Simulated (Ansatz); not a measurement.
# Rb3YPd: the cost of one run

Computed with Ansatz 0.2.0 (DFT PBE, scalar-relativistic, plane waves, PAW, unless a step's input says otherwise).

## (1) Starting point

Symmetry: Pm-3m, No. 221, cubic system. The conventional cell has a = 5.131 Å, b = 5.131 Å, c = 5.131 Å, α = 90.00°, β = 90.00°, γ = 90.00°. Rb (site symmetry 4/mmm) has 2 Pd at 2.57 Å as nearest neighbours. Y (site symmetry m-3m) has 12 Rb at 3.63 Å as nearest neighbours. Pd (site symmetry m-3m) is surrounded by 6 Rb at 2.57 Å.

As a file:

```
CELL_PARAMETERS angstrom
5.13129 0.00000 0.00000
0.00000 5.13129 0.00000
0.00000 0.00000 5.13129
ATOMIC_POSITIONS crystal
Rb 0.50000 0.00000 0.00000
Rb 0.00000 0.50000 0.00000
Rb 0.00000 0.00000 0.50000
Y 0.50000 0.50000 0.50000
Pd 0.00000 0.00000 0.00000
```

Recipe of the guess: species swapped into a database cell of KTaO3 (Pm-3m, No. 221), with Y on the K sites, Pd on the Ta sites and Rb on the O sites. The dimensions are guesses.

## (2) The guess as it stands, on a coarse mesh

File input.yaml:

```yaml
crystal:
  lattice:
    - [5.13128864, 0.0, 0.0]
    - [0.0, 5.13128864, 0.0]
    - [0.0, 0.0, 5.13128864]
  atoms:
    - { symbol: Rb, position: [0.5, 0.0, 0.0] }
    - { symbol: Rb, position: [0.0, 0.5, 0.0] }
    - { symbol: Rb, position: [0.0, 0.0, 0.5] }
    - { symbol: "Y", position: [0.5, 0.5, 0.5] }
    - { symbol: Pd, position: [0.0, 0.0, 0.0] }
basis:
  ecutwfc: 420
kpoints:
  mp_grid: { grid: [4, 4, 4] }
hamiltonian:
  xc: pbe
scf:
  occupations: { method: gaussian, width: 0.1 }
  lower_state_search: "off"
output:
  forces: true
  stress: true
  eigenvalues: true
```

On the command line:

```
ansatz run input.yaml --threads 1 --pin off --max-ram 2048MiB --backend cpu --events-out ev --progress --plain --runs-dir out
```

What time and memory should one allow on 1 thread of Arm Neoverse V1, shared host?

About 3.2 s, with a peak of 0.37 GiB.
